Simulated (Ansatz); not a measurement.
**CaFe2As2: properties at the relaxed cell**

The task here is to estimate one member of a computed series from the others.

Computed with Ansatz 0.2.0 (DFT PBEsol, scalar-relativistic, plane waves, PAW, unless a step's input says otherwise).

### Starting point

The structure is tetragonal, space group I4/mmm (No. 139). Conventional cell: a = 3.931 Å, b = 3.931 Å, c = 10.190 Å, α = 90.00°, β = 90.00°, γ = 90.00°. Ca (site symmetry 4/mmm) has 8 As at 3.11 Å and 8 Fe at 3.22 Å in its first shell of neighbours. Around Fe (site symmetry -4m2) lie 4 As at 2.28 Å. Around As (site symmetry 4mm) lie 4 Fe at 2.28 Å and 1 As at 2.79 Å and 4 Ca at 3.11 Å.

Structure file:

```xyz
5
Lattice="0.0000 2.7794 5.0949 2.7794 0.0000 5.0949 2.7794 2.7794 0.0000" Properties=species:S:1:pos:R:3 pbc="T T T"
Ca    2.7794    2.7794    5.0949
Fe    1.3897    1.3897    2.5474
Fe    4.1691    4.1691    7.6423
As    2.7794    2.7794    8.7959
As    2.7794    2.7794    1.3939
```

It goes back to an entry of the Materials Project.

This cell was relaxed beforehand with the same method: volume 15.74 Å³/atom, gap on the mesh none (metal).

Set-up of the first run:

File input.yaml:

```yaml
crystal:
  lattice:
    - [0.0, 2.7513462863, 5.0434063376]
    - [2.7513290956, 0.0, 5.0434063376]
    - [2.7513290956, 2.7513462863, 0.0]
  atoms:
    - { symbol: Ca, position: [0.5, 0.5, 0.5] }
    - { symbol: Fe, position: [0.25, 0.25, 0.25] }
    - { symbol: Fe, position: [0.75, 0.75, 0.75] }
    - { symbol: As, position: [0.8632099419, 0.8632099419, 0.1367900581] }
    - { symbol: As, position: [0.1367900581, 0.1367900581, 0.8632099419] }
basis:
  ecutwfc: 420
kpoints:
  mp_grid: { grid: [10, 10, 10] }
hamiltonian:
  xc: pbesol
scf:
  occupations: { method: gaussian, width: 0.1 }
output:
  forces: true
  stress: true
  eigenvalues: true
relax:
  adjacent_minimum: "off"
  f_tol: 0.01
  max_steps: 30
  cell: { stress_tol: 0.1, fix: [volume] }
```

Started as:

```console
> ansatz run input.yaml --threads 2 --pin off --max-ram 5120MiB --backend cpu --events-out ev --progress --plain --runs-dir out
```

Steps of the session up to this table: Volume × 0.97; Volume × 1.03; Point at V/V0 = 0.94; Point at V/V0 = 1.06.

One table of the session follows, with a row left open; its other results are not shown here.

It belongs to the step «Energy against volume». 

```
volume (Å³/atom)  energy above the lowest point (meV/atom)  pressure (GPa)
          14.799                                      20.2            7.40
          15.271                                       4.6            3.29
          15.743                                       0.0           -0.04
          16.216                                         ?               ?
          16.688                                      15.4           -4.76
```

Q: Estimate the row for volume (Å³/atom) = 16.216 from the others.

Worked estimate for «energy above the lowest point (meV/atom)». A straight line through the neighbours (15.743, 0.0) and (16.688, 15.4) gives 0.0 + (15.4 − 0.0) × (16.216 − 15.743) / (16.688 − 15.743) = 7.7; a parabola fitted to 3 rows on both sides gives 3.6.

As computed: energy above the lowest point (meV/atom): 4.2; pressure (GPa): -2.69. In «energy above the lowest point (meV/atom)» the line misses by +3.5 and the parabola by -0.6.

Limits of these values: The final runs have no spin polarisation, so a magnetic state may lie lower. Warnings in the runs' records: near symmetry operations not taken, structure snapped to symmetry.
